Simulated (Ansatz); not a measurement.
# GaAsH3 (doublet): the correlation ladder at a displaced geometry (v1), cc-pVDZ

Aim: climb from Hartree-Fock through coupled cluster for GaAsH3 (doublet) at one geometry and basis, and see what each rung misses.

Program: Ansatz 0.2.0, Gaussian basis. Level of theory: cc-pVDZ, core rule «outside noble gas», up to 28 orbitals frozen. These are calculated values, not measurements.

Plan: UHF; CCSD(T) on ROHF; CCSD(T) on UHF; BCCD(T) on ROHF; CISD; CCSDT(Q) on ROHF; CCSDT(Q) on UHF.

28 further runs of the same task are left out: 14 that didn't finish, 14 set aside as unsound or not needed.

**1. The system**

The geometry is a PBE0/def2-TZVP stationary point (not a proven minimum) with its atoms shifted at random (size 0.040 Å). No spin-orbit coupling is included. The filled d shell of Ga, As may be among the frozen orbitals whatever the setting's name suggests; the logs give the count.

5 atoms, charge 0, spin multiplicity 2.

Atoms are counted from 1 here; the program's logs count them from 0.

Bond lengths: Ga1–As2 2.473 Å, Ga1–H3 1.544 Å, As2–H4 1.575 Å, As2–H5 1.587 Å. Angles: As2–Ga1–H3 115.5°, Ga1–As2–H4 89.7°, Ga1–As2–H5 95.6°, H4–As2–H5 89.0°.

**2. UHF**

in.yaml reads:

```yaml
crystal:
  periodic: [false, false, false]
  atoms:
    - {symbol: Ga, position_ang: [-0.018772, 0.061132, 1.283207]}
    - {symbol: As, position_ang: [0.044060, -0.045797, -1.186262]}
    - {symbol: H, position_ang: [0.107576, -1.295398, 2.010469]}
    - {symbol: H, position_ang: [-1.321600, -0.830190, -1.178324]}
    - {symbol: H, position_ang: [-0.762473, 1.300986, -1.419871]}
basis:
  gaussian: {orbitals: cc-pVDZ}
magnetization: {spin_polarized: true, initial_magnetization: 1}
hamiltonian: {xc: hf}
output: {orbitals: {seedname: orbitals}}
```

Run with:

```sh
$ ansatz run in.yaml --threads 1 --pin off --events-out ev --progress --plain --max-ram 2393MiB
```

After this run come: CCSD(T) on ROHF; CCSD(T) on UHF; BCCD(T) on ROHF; CISD; CCSDT(Q) on ROHF; CCSDT(Q) on UHF.

**Question.** What will the summary of the whole plan be? Wanted: UCCSDT(Q) below the RHF energy; RMP2 from UCCSDT(Q); UMP2 from UCCSDT(Q); RCCSD from UCCSDT(Q); RCCSD(T) from UCCSDT(Q); UCCSD(T) from UCCSDT(Q); RCCSDT(Q) from UCCSDT(Q); T1 diagnostic.

As calculated:

```
                         quantity                                                   value
   UCCSDT(Q) below the RHF energy                                              -5.6284 eV
              RMP2 from UCCSDT(Q)                                           +113.6 kJ/mol
              UMP2 from UCCSDT(Q)                                           +112.8 kJ/mol
             RCCSD from UCCSDT(Q)                                            +19.3 kJ/mol
          RCCSD(T) from UCCSDT(Q)                                             +4.1 kJ/mol
          UCCSD(T) from UCCSDT(Q)                                             +3.6 kJ/mol
         RCCSDT(Q) from UCCSDT(Q)                                             +0.5 kJ/mol
levels within 1 kcal/mol (43 meV)  RCCSD(T), UCCSD(T), BCCD(T), RCCSDT, UCCSDT, RCCSDT(Q)
                    T1 diagnostic                                                   0.022
```

RCCSD(T) misses by +4.1 kJ/mol, 0.8 % of the correlation energy. These misses are within one basis, not against nature; the frozen cores of restricted and unrestricted runs differ, which can shift their rows.
